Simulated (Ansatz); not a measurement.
# F2H6N2OSi2: basis-set convergence

How large a basis does F2H6N2OSi2 need? Two functionals are run in growing sets.

The runs use Ansatz 0.2.0, Gaussian basis; one geometry, several basis sets.

The runs, in order: PBE0-D4/def2-SVP; ωB97M-V/def2-SVP; PBE0-D4/def2-QZVPP; ωB97M-V/def2-QZVPP; the functionals' def2-TZVPP values are taken from earlier runs.

### 1 The relaxed structure

The geometry comes from an earlier relaxation with PBE0-D4 in a triple-zeta def2 set; it is a stationary point, not always the lowest conformer.

SMILES `N[Si@@H](F)O[Si@@H](N)F`, 13 atoms, charge 0, spin multiplicity 1.

Atoms are counted from 1 here; the program's logs count them from 0.

Bond lengths: N1–Si2 1.690 Å, N1–H8 1.007 Å, N1–H9 1.006 Å, Si2–F3 1.599 Å, Si2–O4 1.622 Å, Si2–H10 1.473 Å, O4–Si5 1.622 Å, Si5–N6 1.690 Å, Si5–F7 1.599 Å, Si5–H11 1.473 Å, N6–H12 1.007 Å, N6–H13 1.006 Å. Angles: Si2–N1–H8 121.3°, Si2–N1–H9 121.4°, H8–N1–H9 112.1°, N1–Si2–F3 114.0°, N1–Si2–O4 107.2°, N1–Si2–H10 110.3°, F3–Si2–O4 106.7°, F3–Si2–H10 105.6°, O4–Si2–H10 113.2°, Si2–O4–Si5 148.3°, O4–Si5–N6 107.1°, O4–Si5–F7 106.7°, O4–Si5–H11 113.2°, N6–Si5–F7 114.0°, N6–Si5–H11 110.3°, F7–Si5–H11 105.6°, Si5–N6–H12 121.3°, Si5–N6–H13 121.4° and more.

As a file:

```mol
F2H6N2OSi2
  3D, bonds by distance, orders not assigned

 13 12  0  0  0  0  0  0  0  0999 V2000
   -0.0391   -1.5988    2.1097 N   0  0
    0.9150   -1.0972    0.8087 Si  0  0
    1.2983   -2.2704   -0.2074 F   0  0
    0.0464   -0.0170   -0.0328 O   0  0
   -0.1444    0.8356   -1.3988 Si  0  0
   -1.2881    2.0377   -1.0801 N   0  0
    1.2984    1.3989   -1.7945 F   0  0
   -1.0329   -1.7254    2.0119 H   0  0
    0.3422   -2.1579    2.8542 H   0  0
    2.1975   -0.5591    1.2944 H   0  0
   -0.5752    0.0121   -2.5418 H   0  0
   -1.3200    2.5072   -0.1902 H   0  0
   -1.6778    2.5993   -1.8184 H   0  0
  1  2  8  0
  2  3  8  0
  2  4  8  0
  4  5  8  0
  5  6  8  0
  5  7  8  0
  1  8  8  0
  1  9  8  0
  2 10  8  0
  5 11  8  0
  6 12  8  0
  6 13  8  0
M  END
```

### 2 PBE0-D4 in def2-SVP

Input file in.yaml:

```yaml
crystal:
  periodic: [false, false, false]
  atoms:
    - {symbol: N, position_ang: [-0.039094, -1.598760, 2.109700]}
    - {symbol: Si, position_ang: [0.915010, -1.097172, 0.808667]}
    - {symbol: F, position_ang: [1.298331, -2.270361, -0.207359]}
    - {symbol: O, position_ang: [0.046422, -0.016956, -0.032788]}
    - {symbol: Si, position_ang: [-0.144430, 0.835642, -1.398820]}
    - {symbol: N, position_ang: [-1.288130, 2.037705, -1.080109]}
    - {symbol: F, position_ang: [1.298392, 1.398906, -1.794535]}
    - {symbol: H, position_ang: [-1.032940, -1.725373, 2.011917]}
    - {symbol: H, position_ang: [0.342168, -2.157934, 2.854152]}
    - {symbol: H, position_ang: [2.197506, -0.559112, 1.294390]}
    - {symbol: H, position_ang: [-0.575154, 0.012059, -2.541808]}
    - {symbol: H, position_ang: [-1.320014, 2.507169, -0.190220]}
    - {symbol: H, position_ang: [-1.677767, 2.599287, -1.818389]}
basis:
  gaussian: {orbitals: def2-SVP}
hamiltonian: {xc: pbe0, dispersion: d4}
output: {orbitals: {seedname: orbitals}}
```

On the command line:

```console
$ ansatz run in.yaml --threads 2 --pin off --events-out ev --progress --plain --max-ram 32768MiB --backend cpu
```

Further steps of the session: ωB97M-V in def2-SVP; PBE0-D4 in def2-QZVPP; ωB97M-V in def2-QZVPP.

**Question.** What will the summary of the whole plan be? Wanted: PBE0-D4: double and triple zeta above quadruple; ωB97M-V: double and triple zeta above quadruple.

As calculated:

```
                                       quantity           value
PBE0-D4: double and triple zeta above quadruple  20.65, 1.20 eV
ωB97M-V: double and triple zeta above quadruple  20.85, 1.12 eV
```

In words: PBE0-D4 gains 19.44 eV from double to triple zeta, then 1.20 eV more. These are total energies; as a rule much of such shifts cancels in differences, which this series doesn't test. The LUMO of ωB97M-V is positive and keeps falling with the basis (3.24 to 1.63 eV): an unbound level that the basis holds in place.
